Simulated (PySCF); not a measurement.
# O2ZnH2 in PySCF: further runs

Aim: see how the results for O2ZnH2 move with the level of theory and the settings. Levels: RPBE, rSCAN+D4, HLE16. Tasks: atomic charges.

Program: PySCF 2.14.0. These are calculated values, not measurements. Logs are shortened: lines on timing, memory, paths and dates and some standing lists are left out, and cuts for length are marked.

## 1. The structure

The cell holds a molecule in a box, 5 atoms: a = 12.000 Å, b = 10.000 Å, c = 13.000 Å, α = 90.00°, β = 90.00°, γ = 90.00°.

## 2. Atomic charges, RPBE

run.py reads:

```python
import json
import numpy as np
from pyscf.pbc import gto, scf, dft, df
from pyscf.pbc.tools import pyscf_ase
from ase.io import read

atoms = read('ZnH2O2.cif')
cell = pyscf_ase.cell_from_ase(atoms)
cell.basis = 'def2-svp'
cell.exp_to_discard = 0
cell.precision = 1e-08
cell.max_memory = 2520  # MB
cell.verbose = 4
cell.build()

res = {}
kpts = cell.make_kpts([1, 1, 1])
mf = dft.KRKS(cell, kpts, xc='GGA_X_RPBE,GGA_C_PBE')
mf = mf.density_fit()
mf.with_df._cderi = 'cderi.h5'  # three-centre integrals saved by an earlier run on this cell, basis and mesh
mf.conv_tol = 1e-07
mf.max_cycle = 60

mf.kernel()
res.update(converged=bool(mf.converged), e_tot=mf.e_tot, nelec=cell.nelectron, nao=cell.nao, mesh=list(map(int, cell.mesh)), a=cell.lattice_vectors().tolist(), coords=cell.atom_coords().tolist(),
           mo_energy=[np.real(x).tolist() for x in mf.mo_energy], mo_occ=[np.real(x).tolist() for x in mf.mo_occ])
res.update(kpts=cell.get_scaled_kpts(kpts).tolist())
res['parts'] = {k: float(np.real(v)) for k, v in mf.scf_summary.items() if np.isscalar(v)}
json.dump(res, open('results.json', 'w'))
if not mf.converged:
    raise SystemExit('SCF not converged')

print('levels (eV)')
for i, kp in enumerate(res['kpts'][:40]):
    print('k %7.4f %7.4f %7.4f  ' % tuple(kp), ' '.join('%.3f' % (x * 27.211386) for x in res['mo_energy'][i][:29]))

# Mulliken populations
dm, s = np.asarray(mf.make_rdm1()), np.asarray(mf.get_ovlp())
sites = cell.aoslice_by_atom()[:, 2:]
tot = np.einsum('kij,kji->i', dm, s).real / len(kpts)
res['mulliken'] = [cell.atom_charge(i) - tot[a0:a1].sum() for i, (a0, a1) in enumerate(sites)]
print('Mulliken charges', np.round(res['mulliken'], 5))
res['meta_lowdin'] = mf.mulliken_meta()[1].tolist()
res['done'] = True
json.dump(res, open('results.json', 'w'))
```

ZnH2O2.cif reads:

```cif
data_ZnH2O2
_cell_length_a 12.00000000
_cell_length_b 10.00000000
_cell_length_c 13.00000000
_cell_angle_alpha 90.00000000
_cell_angle_beta 90.00000000
_cell_angle_gamma 90.00000000
_space_group_name_H-M_alt 'P1'
_space_group_name_Hall 'P 1'
_space_group_IT_number 1
loop_
_space_group_symop_operation_xyz
'x,y,z'
loop_
_atom_site_label
_atom_site_type_symbol
_atom_site_symmetry_multiplicity
_atom_site_Wyckoff_symbol
_atom_site_fract_x
_atom_site_fract_y
_atom_site_fract_z
_atom_site_occupancy
O1 O 1 a 0.4465083300 0.4650750000 0.3765230800 1
Zn1 Zn 1 a 0.5096166700 0.4741950000 0.4990000000 1
O2 O 1 a 0.5754916700 0.4669450000 0.6203000000 1
H1 H 1 a 0.3763916700 0.5104150000 0.3707230800 1
H2 H 1 a 0.6257750000 0.5391250000 0.6345076900 1
```

Potentials or basis: def2-svp (all-electron).

On the command line:

```
> OMP_NUM_THREADS=2 python -u run.py > log
```

Output:

```text
Discarded 0 diffused primitive functions, 0 contracted functions

PySCF version 2.14.0

[INPUT] verbose = 4
[INPUT] num. atoms = 5
[INPUT] num. electrons = 48
[INPUT] charge = 0
[INPUT] spin (= nelec alpha-beta = 2S) = 0
[INPUT] symmetry False subgroup None
[INPUT] Mole.unit = angstrom
[INPUT] Symbol           X                Y                Z      unit          X                Y                Z       unit  Magmom
[INPUT]  1 O      5.358099960000   4.650750000000   4.894800040000 AA   10.125341472443   8.788643773821   9.249831510110 Bohr   0.0
[INPUT]  2 Zn     6.115400040000   4.741950000000   6.487000000000 AA   11.556431217754   8.960986796381  12.258653370054 Bohr   0.0
[INPUT]  3 O      6.905900040000   4.669450000000   8.063900000000 AA   13.050259719223   8.823981652350  15.238562495880 Bohr   0.0
[INPUT]  4 H      4.516700040000   5.104150000000   4.819400040000 AA    8.535326062412   9.645445598699   9.107346160318 Bohr   0.0
[INPUT]  5 H      7.509300000000   5.391250000000   8.248599970000 AA   14.190520387196  10.187985969061  15.587594854396 Bohr   0.0

nuclear repulsion = 32.9095858895085
number of shells = 29
number of NR pGTOs = 135
number of NR cGTOs = 69
basis = def2-svp
ecp = {}
lattice vectors  a1 [22.676713495, 0.000000000, 0.000000000]
                 a2 [0.000000000, 18.897261246, 0.000000000]
                 a3 [0.000000000, 0.000000000, 24.566439619]
dimension = 3
low_dim_ft_type = None
Cell volume = 10527.4
exp_to_discard = 0
rcut = 33.10003720021863 (nimgs = [2 2 2])
precision = 1e-08
pseudo = None
ke_cutoff = 5330784.793297024
    = [23571 19643 25535] mesh (11822836581855 PWs)

******** <class 'pyscf.pbc.dft.krks.KRKS'> ********
method = KRKS
initial guess = minao
damping factor = 0
level_shift factor = 0
DIIS = <class 'pyscf.scf.diis.CDIIS'>
diis_start_cycle = 1
diis_space = 8
diis_damp = 0
SCF conv_tol = 1e-07
SCF conv_tol_grad = None
SCF max_cycles = 60
direct_scf = True
direct_scf_tol = 1e-13

******** PBC SCF flags ********
N kpts = 1
Exchange divergence treatment (exxdiv) = ewald
    madelung (= occupied orbital energy shift) = 0.12706052843129118
    Total energy shift due to Ewald probe charge = -1/2 * Nelec*madelung = -3.04945268235
DF object = <pyscf.pbc.df.df.GDF object>
XC functionals = GGA_X_RPBE,GGA_C_PBE
small_rho_cutoff = 0
radial grids:
    Treutler-Ahlrichs [JCP 102, 346 (1995); DOI:10.1063/1.469408] (M4) radial grids

becke partition: Becke, JCP 88, 2547 (1988); DOI:10.1063/1.454033
pruning grids: <function nwchem_prune>
grids dens level: 3
symmetrized grids: False
atomic radii adjust function: <function treutler_atomic_radii_adjust>
Set gradient conv threshold to 0.000316228

******** <class 'pyscf.pbc.df.rsdf_builder._RSNucBuilder'> ********
mesh = [43 37 47] (74777 PWs)
ke_cutoff = 16.92809565338868
omega = 0.5036210899858896
exclude_d_aux = False
exclude_dd_block = True
j2c_eig_always = False
has_long_range = True
tot grids = 68410
cell vol = 10527.4018  sum(weights) = 10724.587
nelec by numeric integration = 48.00000276361001
init E= -1931.17675826125
  HOMO = -0.256076832261  LUMO = -0.0621618969608  gap/eV = 5.27669
nelec by numeric integration = 48.00000093122135
cycle= 1 E= -1930.20978770897  delta_E= 0.967  |g|=  1.5  |ddm|= 2.42
  HOMO = -0.00180675396892  LUMO = 0.0130435255329  gap/eV = 0.40410
nelec by numeric integration = 48.00000866462304
cycle= 2 E= -1927.21595254204  delta_E= 2.99  |g|= 3.74  |ddm|= 4.39
  HOMO = -0.246340747122  LUMO = -0.0462721607684  gap/eV = 5.44414
nelec by numeric integration = 48.000002649726525
cycle= 3 E= -1930.57388788711  delta_E= -3.36  |g|= 0.373  |ddm|= 3.88
  HOMO = -0.188833415289  LUMO = -0.033336632574  gap/eV = 4.23128
nelec by numeric integration = 48.00000214632303
cycle= 4 E= -1930.58788137485  delta_E= -0.014  |g|= 0.367  |ddm|= 0.604
  HOMO = -0.206410908743  LUMO = -0.0454716679559  gap/eV = 4.37938
nelec by numeric integration = 48.00000259751829
cycle= 5 E= -1930.60574194751  delta_E= -0.0179  |g|= 0.0425  |ddm|= 0.215
  HOMO = -0.204733335774  LUMO = -0.042381408019  gap/eV = 4.41782
nelec by numeric integration = 48.00000255673467
cycle= 6 E= -1930.60619086731  delta_E= -0.000449  |g|= 0.00746  |ddm|= 0.0612
  HOMO = -0.205174569672  LUMO = -0.042502935564  gap/eV = 4.42652
nelec by numeric integration = 48.00000255795791
cycle= 7 E= -1930.6061987839  delta_E= -7.92e-06  |g|= 0.00415  |ddm|= 0.00811
  HOMO = -0.205420718078  LUMO = -0.0425326723357  gap/eV = 4.43241
nelec by numeric integration = 48.000002556508875
cycle= 8 E= -1930.60620222053  delta_E= -3.44e-06  |g|= 0.000814  |ddm|= 0.00377
  HOMO = -0.205480784763  LUMO = -0.0425670408384  gap/eV = 4.43311
nelec by numeric integration = 48.00000255714903
cycle= 9 E= -1930.60620235185  delta_E= -1.31e-07  |g|= 7.82e-05  |ddm|= 0.000693
  HOMO = -0.205482911811  LUMO = -0.0425664249544  gap/eV = 4.43318
nelec by numeric integration = 48.00000255715162
cycle= 10 E= -1930.60620235265  delta_E= -7.93e-10  |g|= 2.11e-05  |ddm|= 5.33e-05
  HOMO = -0.205488055939  LUMO = -0.0425662429782  gap/eV = 4.43333
nelec by numeric integration = 48.00000255709614
Extra cycle  E= -1930.60620235229  delta_E= 3.51e-10  |g|= 4.79e-05  |ddm|= 7.83e-05
converged SCF energy = -1930.60620235229
levels (eV)
k  0.0000  0.0000  0.0000   -9407.979 -1134.077 -1000.003 -1000.002 -999.877 -509.597 -509.594 -125.584 -82.910 -82.908 -82.862 -22.740 -22.456 -12.390 -11.342 -11.068 -10.854 -10.853 -9.828 -9.229 -6.810 -6.419 -5.599 -5.592 -1.158 1.750 1.936 2.096 3.098
Mulliken charges [-0.50664  0.69798 -0.50692  0.15768  0.1579 ]
 ** Mulliken pop on meta-lowdin orthogonal AOs **
 ** Mulliken pop  **
pop of  0 O 1s            1.99994
pop of  0 O 2s            1.73841
pop of  0 O 3s            0.00885
pop of  0 O 2px           1.55382
pop of  0 O 2py           1.83699
pop of  0 O 2pz           1.73027
pop of  0 O 3px           0.00474
pop of  0 O 3py           0.00542
pop of  0 O 3pz           0.00506
pop of  0 O 3dxy          0.00198
pop of  0 O 3dyz          0.00078
pop of  0 O 3dz^2         0.00173
pop of  0 O 3dxz          0.00072
pop of  0 O 3dx2-y2       0.00100
pop of  1 Zn 1s           2.00000
pop of  1 Zn 2s           1.99998
pop of  1 Zn 3s           1.99991
pop of  1 Zn 4s           0.76932
pop of  1 Zn 5s           0.01207
pop of  1 Zn 2px          2.00000
pop of  1 Zn 2py          2.00000
pop of  1 Zn 2pz          2.00000
pop of  1 Zn 3px          1.99999
pop of  1 Zn 3py          1.99999
pop of  1 Zn 3pz          1.99999
pop of  1 Zn 4px          0.06086
pop of  1 Zn 4py          0.06340
pop of  1 Zn 4pz          0.02713
pop of  1 Zn 3dxy         1.99968
pop of  1 Zn 3dyz         1.99804
pop of  1 Zn 3dz^2        1.94401
pop of  1 Zn 3dxz         1.94191
pop of  1 Zn 3dx2-y2      1.99592
pop of  1 Zn 4dxy         0.00030
pop of  1 Zn 4dyz         0.00104
pop of  1 Zn 4dz^2        0.00133
pop of  1 Zn 4dxz         0.00046
pop of  1 Zn 4dx2-y2      0.00019
pop of  1 Zn 4f-3         0.00000
pop of  1 Zn 4f-2         0.00000
pop of  1 Zn 4f-1         0.00000
pop of  1 Zn 4f+0         0.00001
pop of  1 Zn 4f+1         0.00001
pop of  1 Zn 4f+2         0.00000
pop of  1 Zn 4f+3         0.00000
pop of  2 O 1s            1.99994
pop of  2 O 2s            1.73834
pop of  2 O 3s            0.00885
pop of  2 O 2px           1.71942
pop of  2 O 2py           1.67572
pop of  2 O 2pz           1.72620
pop of  2 O 3px           0.00512
pop of  2 O 3py           0.00496
pop of  2 O 3pz           0.00514
pop of  2 O 3dxy          0.00252
pop of  2 O 3dyz          0.00093
pop of  2 O 3dz^2         0.00150
pop of  2 O 3dxz          0.00062
pop of  2 O 3dx2-y2       0.00066
pop of  3 H 1s            0.68555
pop of  3 H 2s            0.01209
pop of  3 H 2px           0.00142
pop of  3 H 2py           0.00174
pop of  3 H 2pz           0.00169
pop of  4 H 1s            0.68540
pop of  4 H 2s            0.01210
pop of  4 H 2px           0.00159
pop of  4 H 2py           0.00160
pop of  4 H 2pz           0.00165
 ** Mulliken atomic charges  **
charge of    0O =     -0.88972
charge of    1Zn =      1.18447
charge of    2O =     -0.88992
charge of    3H =      0.29751
charge of    4H =      0.29766
```

It took 7.7 s on 2 threads of Arm Neoverse V1, shared host; peak memory 1.9 GiB.

What came out:

```
Free energy                     : -52534.4711 eV
Gap between the frontier levels : 4.43 eV
Meta-löwdin charges             : O -0.89; Zn +1.18; H +0.30 e
```

Levels at points of the mesh, in eV from the valence-band top:
| k point | band 21 | band 22 | band 23 | band 24 | band 25 | band 26 |
| --- | --- | --- | --- | --- | --- | --- |
| (0.00, 0.00, 0.00) | -1.22 | -0.83 | -0.01 | 0.00 | 4.43 | 7.34 |

Caveat: this is a molecule in a periodic box at the Γ point, so its band gap is the HOMO-LUMO gap; population charges move with the basis; the basis of atomic orbitals isn't converged, which shifts pressures, moduli and gaps.

[end of part 1 of 2]
